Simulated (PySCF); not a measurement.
# CF3C(O)NH2: NMR shifts in gas and solvents, part 2 of 2

PySCF 2.14.0. Atoms count from 0. The steps go on from the part before.

## Step 6: NMR shieldings: B97-2/pcSseg-2

What the job is given:

```
{"job": {"kind": "nmr", "xc": "B97-2", "basis": "pcSseg-2", "pop": false}, "charge": 0, "multiplicity": 1}
N      1.176199    -0.730435    -0.040206
C      0.515739     0.434943     0.065960
O      1.007580     1.520567     0.230835
C     -1.024946     0.299045    -0.007785
F     -1.526404     1.174788    -0.863991
F     -1.558433     0.523968     1.189967
F     -1.409230    -0.929319    -0.399002
H      2.180417    -0.715191     0.008665
H      0.698608    -1.595689    -0.214618
```

With the program's defaults for keys left out, this is: GIAO B97-2/pcSseg-2 NMR shielding, non-relativistic, gas phase.

The log of the run:

```text
coarse grid: 8824 points
cycle   1  E = -506.7224135758  dE =  1.396e+00  |g| = 1.267e+00  |ddm| = 2.137e+00
cycle   2  E = -505.7284376058  dE =  9.940e-01  |g| = 2.633e+00  |ddm| = 2.141e+00
cycle   3  E = -506.9707023382  dE = -1.242e+00  |g| = 3.944e-01  |ddm| = 1.744e+00
cycle   4  E = -506.9955919506  dE = -2.489e-02  |g| = 1.537e-01  |ddm| = 2.671e-01
cycle   5  E = -506.9995617049  dE = -3.970e-03  |g| = 2.742e-02  |ddm| = 8.914e-02
cycle   6  E = -506.9997108907  dE = -1.492e-04  |g| = 9.312e-03  |ddm| = 2.358e-02
cycle   7  E = -506.9997280103  dE = -1.712e-05  |g| = 2.475e-03  |ddm| = 5.478e-03
cycle   8  E = -506.9997290576  dE = -1.047e-06  |g| = 6.256e-04  |ddm| = 1.701e-03
final grid: 90176 points
cycle   9  E = -506.9917795908  dE = -1.045e-04  |g| = 9.458e-03  |ddm| = 4.136e-02
cycle  10  E = -506.9917676854  dE =  1.191e-05  |g| = 1.285e-02  |ddm| = 8.122e-03
cycle  11  E = -506.9917905375  dE = -2.285e-05  |g| = 1.708e-03  |ddm| = 5.566e-03
cycle  12  E = -506.9917910456  dE = -5.080e-07  |g| = 6.121e-04  |ddm| = 1.242e-03
cycle  13  E = -506.9917911046  dE = -5.910e-08  |g| = 1.787e-04  |ddm| = 3.461e-04
cycle  14  E = -506.9917911108  dE = -6.121e-09  |g| = 3.035e-05  |ddm| = 1.143e-04
cycle  15  E = -506.9917911109  dE = -1.494e-10  |g| = 1.013e-05  |ddm| = 1.782e-05
converged SCF energy = -506.9917911109

GIAO shielding tensors (ppm)
atom      isotropic    diamagn.    paramagn.     s11        s22        s33       span
  0 N      155.445     319.796    -164.351     59.173    177.719    229.443    170.269
  1 C       21.137     252.547    -231.409    -77.777     55.862     85.327    163.104
  2 O      -62.601     394.511    -457.112   -321.905   -210.924    345.026    666.931
  3 C       59.102     241.103    -182.001     43.630     59.090     74.587     30.957
  4 F      264.456     467.153    -202.697    190.840    261.442    341.085    150.245
  5 F      258.612     468.108    -209.496    182.185    250.716    342.934    160.748
  6 F      268.939     471.687    -202.748    188.605    261.938    356.274    167.669
  7 H       26.741      30.180      -3.439     22.833     22.977     34.413     11.580
  8 H       25.664      31.954      -6.290     20.173     26.707     30.112      9.939
```

It took 52 s on 1 thread of Arm Neoverse N1, shared host; peak memory 1 GiB.

This run: δ C1 164.2, C3 126.3, N0 106.3, O2 390.3, H8 5.97, H7 4.90 ppm.

## Step 7: Nuclear shieldings: WP04/pcSseg-2 in chloroform

Same as in step 6 but for these lines:

```diff
@@ -1,2 +1,2 @@
-{"job": {"kind": "nmr", "xc": "B97-2", "basis": "pcSseg-2", "pop": false}, "charge": 0, "multiplicity": 1}
+{"job": {"kind": "nmr", "xc": "WP04", "basis": "pcSseg-2", "pop": false, "solvent": "chloroform"}, "charge": 0, "multiplicity": 1}
 N      1.176199    -0.730435    -0.040206
```

Level: GIAO WP04/pcSseg-2 NMR shielding, non-relativistic, IEF-PCM chloroform.

The log of the run:

```text
coarse grid: 8824 points
cycle   1  E = -516.1082294038  dE =  1.436e+00  |g| = 1.721e+00  |ddm| = 2.093e+00
cycle   2  E = -514.3929278159  dE =  1.715e+00  |g| = 3.502e+00  |ddm| = 2.480e+00
cycle   3  E = -516.4957656883  dE = -2.103e+00  |g| = 5.817e-01  |ddm| = 2.109e+00
cycle   4  E = -516.5468293402  dE = -5.106e-02  |g| = 2.811e-01  |ddm| = 3.995e-01
cycle   5  E = -516.5596598935  dE = -1.283e-02  |g| = 7.154e-02  |ddm| = 1.578e-01
cycle   6  E = -516.5607124566  dE = -1.053e-03  |g| = 1.567e-02  |ddm| = 5.204e-02
cycle   7  E = -516.5607560877  dE = -4.363e-05  |g| = 6.362e-03  |ddm| = 8.769e-03
cycle   8  E = -516.5607630154  dE = -6.928e-06  |g| = 9.687e-04  |ddm| = 3.027e-03
final grid: 90176 points
cycle   9  E = -516.5540541956  dE = -1.379e-04  |g| = 9.248e-03  |ddm| = 4.428e-02
cycle  10  E = -516.5540078310  dE =  4.636e-05  |g| = 1.826e-02  |ddm| = 1.179e-02
cycle  11  E = -516.5540680740  dE = -6.024e-05  |g| = 2.742e-03  |ddm| = 8.819e-03
cycle  12  E = -516.5540693627  dE = -1.289e-06  |g| = 4.691e-04  |ddm| = 1.524e-03
cycle  13  E = -516.5540693897  dE = -2.696e-08  |g| = 1.826e-04  |ddm| = 2.617e-04
cycle  14  E = -516.5540693961  dE = -6.417e-09  |g| = 3.582e-05  |ddm| = 1.247e-04
cycle  15  E = -516.5540693963  dE = -1.785e-10  |g| = 1.542e-05  |ddm| = 1.979e-05
converged SCF energy = -516.5540693963

GIAO shielding tensors (ppm)
atom      isotropic    diamagn.    paramagn.     s11        s22        s33       span
  0 N      132.341     318.194    -185.853     21.990    169.261    205.771    183.781
  1 C        6.211     251.215    -245.004    -93.420     40.719     71.334    164.754
  2 O      -43.763     395.274    -439.036   -277.702   -188.365    334.779    612.480
  3 C       42.075     242.004    -199.929     27.793     40.781     57.650     29.857
  4 F      263.126     470.413    -207.287    183.877    256.867    348.636    164.759
  5 F      257.111     471.335    -214.224    175.218    245.909    350.206    174.988
  6 F      263.563     473.960    -210.397    176.826    252.178    361.685    184.859
  7 H       26.105      29.133      -3.027     22.191     22.734     33.391     11.200
  8 H       25.175      30.806      -5.631     20.037     26.202     29.286      9.248
```

It took 55 s on 1 thread of Arm Neoverse N1, shared host; peak memory 1.1 GiB.

This run: δ C1 168.9, C3 133.0, N0 117.7, O2 367.2, H8 6.69, H7 5.76 ppm.

## Step 8: Shielding tensors: wB97X-D/pcSseg-2 in chloroform

Same as in step 7 but for these lines:

```diff
@@ -1,2 +1,2 @@
-{"job": {"kind": "nmr", "xc": "WP04", "basis": "pcSseg-2", "pop": false, "solvent": "chloroform"}, "charge": 0, "multiplicity": 1}
+{"job": {"kind": "nmr", "xc": "wB97X-D", "basis": "pcSseg-2", "pop": false, "solvent": "chloroform"}, "charge": 0, "multiplicity": 1}
 N      1.176199    -0.730435    -0.040206
```

Level: GIAO wB97X-D/pcSseg-2 NMR shielding, non-relativistic, IEF-PCM chloroform.

The log of the run:

```text
coarse grid: 8824 points
cycle   1  E = -506.7187329510  dE =  1.485e+00  |g| = 1.304e+00  |ddm| = 2.120e+00
cycle   2  E = -506.4558383430  dE =  2.629e-01  |g| = 1.873e+00  |ddm| = 1.382e+00
cycle   3  E = -507.0153896813  dE = -5.596e-01  |g| = 1.570e-01  |ddm| = 8.609e-01
cycle   4  E = -507.0186320401  dE = -3.242e-03  |g| = 8.601e-02  |ddm| = 9.906e-02
cycle   5  E = -507.0198324251  dE = -1.200e-03  |g| = 9.999e-03  |ddm| = 4.316e-02
cycle   6  E = -507.0198550810  dE = -2.266e-05  |g| = 3.618e-03  |ddm| = 9.377e-03
cycle   7  E = -507.0198585468  dE = -3.466e-06  |g| = 9.549e-04  |ddm| = 3.944e-03
final grid: 90176 points
cycle   8  E = -507.0168917236  dE = -2.048e-04  |g| = 1.290e-02  |ddm| = 4.366e-02
cycle   9  E = -507.0168931362  dE = -1.413e-06  |g| = 1.304e-02  |ddm| = 9.974e-03
cycle  10  E = -507.0169166265  dE = -2.349e-05  |g| = 9.792e-04  |ddm| = 4.651e-03
cycle  11  E = -507.0169167671  dE = -1.406e-07  |g| = 6.870e-04  |ddm| = 7.493e-04
cycle  12  E = -507.0169168453  dE = -7.818e-08  |g| = 1.754e-04  |ddm| = 4.464e-04
cycle  13  E = -507.0169168520  dE = -6.754e-09  |g| = 4.517e-05  |ddm| = 1.233e-04
cycle  14  E = -507.0169168528  dE = -7.304e-10  |g| = 1.784e-05  |ddm| = 6.687e-05
converged SCF energy = -507.0169168528

GIAO shielding tensors (ppm)
atom      isotropic    diamagn.    paramagn.     s11        s22        s33       span
  0 N      146.525     318.781    -172.256     36.583    180.214    222.779    186.196
  1 C       14.958     251.247    -236.289    -81.659     41.531     85.002    166.661
  2 O      -35.299     394.813    -430.113   -278.337   -178.495    350.934    629.270
  3 C       58.049     240.650    -182.600     43.349     57.061     73.739     30.390
  4 F      269.301     466.633    -197.332    194.296    268.251    345.355    151.059
  5 F      262.939     467.295    -204.355    185.146    256.965    346.706    161.560
  6 F      268.416     470.455    -202.039    186.486    263.301    355.461    168.975
  7 H       26.004      29.463      -3.459     22.011     22.218     33.782     11.771
  8 H       25.067      31.049      -5.982     19.774     26.051     29.377      9.602
```

It took 70 s on 1 thread of Arm Neoverse N1, shared host; peak memory 1.1 GiB.

This run: δ C1 172.1, C3 129.1, N0 118.0, O2 370.4, H8 6.55, H7 5.61 ppm.

## Step 9: Comparing the runs: NMR shifts

Shifts (ppm), means over like atoms, with basis size and wall time (the measured row can stand on another reference than the computed rows):

```csv
run,C1,C3,H8,H7,N0,O2,F4,functions,time
PBE0/pcSseg-2,167.2,127.5,5.98,4.92,108.9,401.1,-87.6,280,59 s
KT3/pcSseg-2,154.5,125.9,5.95,4.79,105.6,368.1,-105.2,280,71 s
wB97X-D/pcSseg-2,169.5,128.0,5.96,4.93,106.9,401.2,-80.4,280,67 s
B97-2/pcSseg-2,164.2,126.3,5.97,4.90,106.3,390.3,-88.0,280,52 s
WP04/pcSseg-2 in chloroform,168.9,133.0,6.69,5.76,117.7,367.2,-82.3,280,55 s
wB97X-D/pcSseg-2 in chloroform,172.1,129.1,6.55,5.61,118.0,370.4,-79.7,280,70 s
measured,–,–,–,–,–,–,-76.8,–,–
```

Measured: G. Saielli, R. Bini, A. Bagno, Computational 19F NMR. 2. Organic compounds, RSC Adv. 2014, ESI (exp. from Berger-Braun-Kalinowski 1994 and Everett 1995).

## Step 10: Results

The summary covers parts 1 to 2.

```
                                                                 quantity                  value
                                                              point group                     C1
                                     rotational constants (main isotopes)   3.81, 2.51, 2.06 GHz
                                   13C shifts against TMS (PBE0/pcSseg-2)       167.2, 127.5 ppm
                                    1H shifts against TMS (PBE0/pcSseg-2)         5.98, 4.92 ppm
                                   15N shifts against NH3 (PBE0/pcSseg-2)              108.9 ppm
                                   17O shifts against H2O (PBE0/pcSseg-2)              401.1 ppm
19F shifts against CFCl3 (PBE0/pcSseg-2, means over atoms taken as alike)              -87.6 ppm
                                 measured, and computed on the same scale  F4 δ -76.8, -87.6 ppm
                         range of the shift of O2 (wB97X-D/pcSseg-2 runs)     370.4 to 401.2 ppm
```

In words: The optimisation took 12 steps and gained 0.122 eV; among the close pairs (by a distance rule), N0–C1 changed most, from 1.373 to 1.344 Å. At PBE0/pcSseg-2: The largest span, 686 ppm, is at O2, where the paramagnetic term is -466 ppm. The one measured 19F shift is missed by -10.8 ppm (computed less measured, unscaled). Vibration, temperature and solvent are missing from the calculation, and it holds one conformer, so part of the miss against the measured shifts is not the functional's. At one level, wB97X-D/pcSseg-2: Across the 2 runs the shift of O2 moves most, between 370.4 (wB97X-D/pcSseg-2 in chloroform) and 401.2 ppm (wB97X-D/pcSseg-2).
